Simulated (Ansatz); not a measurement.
**CH7B2N: taking an electron away**

An exercise on one series of results from a longer session: the logs are not shown, and one member is left open.

Program: Ansatz 0.2.0, Gaussian basis. Level of theory: unrestricted cation, the program's frozen cores in correlated methods. These are calculated values, not measurements.

Plan: UKS PBE-D4/def2-TZVPP; UKS r2SCAN-D4/def2-TZVPP; UKS PBE0-D4/def2-TZVPP; UKS B3LYP-D4/def2-TZVPP; UKS wB97X-V/def2-TZVPP; UKS wB97M-V/def2-TZVPP; UKS B2PLYP/def2-TZVPP; UHF-CCSD(T)/def2-TZVPP; UHF-MP2/def2-QZVPP; extrapolation to the limit; then −ε(HOMO) from the neutral's earlier runs with LDA (SPW92), PBE-D4, revPBE-D4, BLYP-D4, r2SCAN-D4, B97M-V, PBE0-D4, B3LYP-D4, r2SCANh-D4, r2SCAN0-D4, HSE06-D4, BHLYP-D4, CAM-B3LYP-D4, LC-ωPBE, ωB97X-V, ωB97M-V.

**The relaxed structure**

An earlier PBE0-D4 in a triple-zeta def2 set relaxation fixed the geometry.

11 atoms, charge 0, spin multiplicity 1.

Atoms are counted from 1 here; the program's logs count them from 0.

Bond lengths: B1–N2 1.418 Å, B1–H5 1.198 Å, B1–H6 1.193 Å, N2–B3 1.420 Å, N2–C4 1.464 Å, B3–H7 1.198 Å, B3–H8 1.192 Å, C4–H9 1.092 Å, C4–H10 1.089 Å, C4–H11 1.092 Å. Angles: N2–B1–H5 119.3°, N2–B1–H6 118.9°, H5–B1–H6 121.8°, B1–N2–B3 120.6°, B1–N2–C4 120.4°, B3–N2–C4 118.9°, N2–B3–H7 119.1°, N2–B3–H8 119.1°, H7–B3–H8 121.8°, N2–C4–H9 110.7°, N2–C4–H10 110.1°, N2–C4–H11 110.7°, H9–C4–H10 108.7°, H9–C4–H11 108.0°, H10–C4–H11 108.7°.

The first run:

File in.yaml:

```yaml
crystal:
  periodic: [false, false, false]
  atoms:
    - {symbol: B, position_ang: [-0.785422, 1.274464, 0.007399]}
    - {symbol: N, position_ang: [-0.055215, 0.064416, 0.118400]}
    - {symbol: B, position_ang: [0.129562, -0.555420, 1.382799]}
    - {symbol: C, position_ang: [0.520479, -0.566133, -1.070418]}
    - {symbol: H, position_ang: [-0.927217, 1.777490, -1.070610]}
    - {symbol: H, position_ang: [-1.242857, 1.764419, 0.994067]}
    - {symbol: H, position_ang: [0.751564, -1.577706, 1.444977]}
    - {symbol: H, position_ang: [-0.338122, -0.044774, 2.353475]}
    - {symbol: H, position_ang: [1.603983, -0.655407, -0.972753]}
    - {symbol: H, position_ang: [0.297735, 0.029683, -1.954913]}
    - {symbol: H, position_ang: [0.110810, -1.568033, -1.211824]}
basis:
  gaussian: {orbitals: def2-TZVPP}
total_charge: 1
magnetization: {spin_polarized: true, initial_magnetization: 1}
hamiltonian: {xc: pbe, dispersion: d4}
```

Started as:

```console
ansatz run in.yaml --threads 2 --pin off --events-out ev --progress --plain --max-ram 22528MiB --backend cpu
```

Among the steps run: Cation, UKS PBE-D4/def2-TZVPP; Cation, UKS r2SCAN-D4/def2-TZVPP; Cation, UKS PBE0-D4/def2-TZVPP; Cation, UKS B3LYP-D4/def2-TZVPP; Cation, UKS wB97X-V/def2-TZVPP; Cation, UKS wB97M-V/def2-TZVPP; Cation, UKS B2PLYP (frozen core)/def2-TZVPP; Cation, UHF-CCSD(T)/def2-TZVPP; Cation, UHF-MP2/def2-QZVPP.

One of the session's tables, all rows but one given; the rest of the session is left out.

Orbital estimates, from the neutral's runs:

```
  functional  −ε(HOMO) (eV)
 LDA (SPW92)           7.49
      PBE-D4           7.49
   revPBE-D4           7.47
     BLYP-D4           7.38
   r2SCAN-D4           7.72
      B97M-V           7.82
     PBE0-D4           8.73
    B3LYP-D4           8.50
  r2SCANh-D4           8.18
  r2SCAN0-D4           8.87
    HSE06-D4              ?
    BHLYP-D4           9.82
CAM-B3LYP-D4          10.09
     LC-ωPBE          11.49
     ωB97X-V          11.11
     ωB97M-V          11.05
```

Estimate the missing values for HSE06-D4.

The run gave: −ε(HOMO) (eV): 8.33. In the column «−ε(HOMO) (eV)» it lies between r2SCANh-D4 (8.18) and B3LYP-D4 (8.50).
